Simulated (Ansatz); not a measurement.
# C2H7SSi radical: a ladder of functionals and wavefunction methods

The task here is to estimate one member of a computed series from the others.

Method: functionals in def2-TZVPP, the program's frozen cores in correlated methods; program: Ansatz 0.2.0, Gaussian basis.

Levels to be run: LDA (SPW92), PBE-D4, revPBE-D4, BLYP-D4, r2SCAN-D4, B97M-V, PBE0-D4, B3LYP-D4, r2SCANh-D4, r2SCAN0-D4, HSE06-D4, BHLYP-D4, CAM-B3LYP-D4, LC-ωPBE, ωB97X-V, ωB97M-V, B2PLYP, PBE-QIDH; CCSD(T)/def2-SVP; CCSD(T)/def2-TZVPP; MP2/def2-QZVPP; extrapolation to the limit; RPA on PBE.

**The relaxed structure**

The geometry comes from an earlier relaxation with PBE0-D4 in a triple-zeta def2 set; it is a stationary point, not always the lowest conformer.

SMILES `C[SiH](C)[S]`, 11 atoms, charge 0, spin multiplicity 2.

Atoms are counted from 1 here; the program's logs count them from 0.

Bond lengths: C1–Si2 1.866 Å, C1–H5 1.092 Å, C1–H6 1.094 Å, C1–H7 1.092 Å, Si2–C3 1.874 Å, Si2–S4 2.135 Å, Si2–H8 1.490 Å, C3–H9 1.092 Å, C3–H10 1.094 Å, C3–H11 1.091 Å. Angles: Si2–C1–H5 110.7°, Si2–C1–H6 110.4°, Si2–C1–H7 111.0°, H5–C1–H6 108.6°, H5–C1–H7 108.1°, H6–C1–H7 108.0°, C1–Si2–C3 111.8°, C1–Si2–S4 112.0°, C1–Si2–H8 109.3°, C3–Si2–S4 105.2°, C3–Si2–H8 109.9°, S4–Si2–H8 108.6°, Si2–C3–H9 111.0°, Si2–C3–H10 108.9°, Si2–C3–H11 111.3°, H9–C3–H10 108.3°, H9–C3–H11 108.7°, H10–C3–H11 108.4°.

The first run:

The input, in.yaml:

```yaml
crystal:
  periodic: [false, false, false]
  atoms:
    - {symbol: C, position_ang: [-0.951802, 1.263667, -0.160285]}
    - {symbol: Si, position_ang: [-0.427032, -0.526801, -0.140456]}
    - {symbol: C, position_ang: [1.343239, -0.725182, 0.441077]}
    - {symbol: S, position_ang: [-0.476064, -1.397669, -2.088850]}
    - {symbol: H, position_ang: [-0.287448, 1.854273, -0.795095]}
    - {symbol: H, position_ang: [-0.926900, 1.678761, 0.851686]}
    - {symbol: H, position_ang: [-1.969213, 1.368761, -0.543143]}
    - {symbol: H, position_ang: [-1.342262, -1.297617, 0.747674]}
    - {symbol: H, position_ang: [2.033790, -0.193795, -0.216904]}
    - {symbol: H, position_ang: [1.435249, -0.305332, 1.447025]}
    - {symbol: H, position_ang: [1.633841, -1.776066, 0.477670]}
basis:
  gaussian: {orbitals: def2-TZVPP}
magnetization: {spin_polarized: true, initial_magnetization: 1}
hamiltonian: {xc: lda}
output: {orbitals: {seedname: orbitals}}
```

Run with:

```bash
$ ansatz run in.yaml --threads 4 --pin off --events-out ev --progress --plain --max-ram 10444MiB
```

Among the steps run: LDA; PBE-D4 (GGA); revPBE-D4 (GGA); BLYP-D4 (GGA); r2SCAN-D4 (meta-GGA); B97M-V (meta-GGA); PBE0-D4 (hybrid); B3LYP-D4 (hybrid); r2SCANh-D4 (hybrid); r2SCAN0-D4 (hybrid); HSE06-D4 (hybrid); BHLYP-D4 (hybrid); CAM-B3LYP-D4 (range-separated); LC-ωPBE (range-separated); ωB97X-V (range-separated); ωB97M-V (range-separated); B2PLYP (double hybrid); PBE-QIDH (double hybrid).

One table of the session follows, with a row left open; its other results are not shown here.

It belongs to the step «Orbital energies across the functionals». 

```
  functional  HOMO (eV)  LUMO (eV)  gap (eV)
 LDA (SPW92)      -5.80      -5.79      0.01
      PBE-D4      -5.74      -5.38      0.37
   revPBE-D4      -5.71      -5.27      0.44
     BLYP-D4          ?          ?         ?
   r2SCAN-D4      -6.05      -5.03      1.02
      B97M-V      -6.12      -5.23      0.90
     PBE0-D4      -7.02      -4.26      2.75
    B3LYP-D4      -6.78      -4.64      2.14
  r2SCANh-D4      -6.52      -4.62      1.89
  r2SCAN0-D4      -7.21      -4.00      3.21
    HSE06-D4      -6.61      -4.66      1.96
    BHLYP-D4      -8.14      -3.13      5.01
CAM-B3LYP-D4      -8.38      -3.15      5.23
     LC-ωPBE      -9.80      -1.69      8.11
     ωB97X-V      -9.43      -2.19      7.24
     ωB97M-V      -9.23      -2.31      6.92
```

**Question.** Estimate the row for BLYP-D4.

Worked estimate for «HOMO (eV)». Against the share of exact exchange, B3LYP-D4 (0.2, -6.78), BHLYP-D4 (0.5, -8.14) give a slope of -4.53 per unit share; at 0 the line stands at -5.87.

The run gave: HOMO (eV): -5.60; LUMO (eV): -5.33; gap (eV): 0.27. In «HOMO (eV)» the line misses by -0.27.
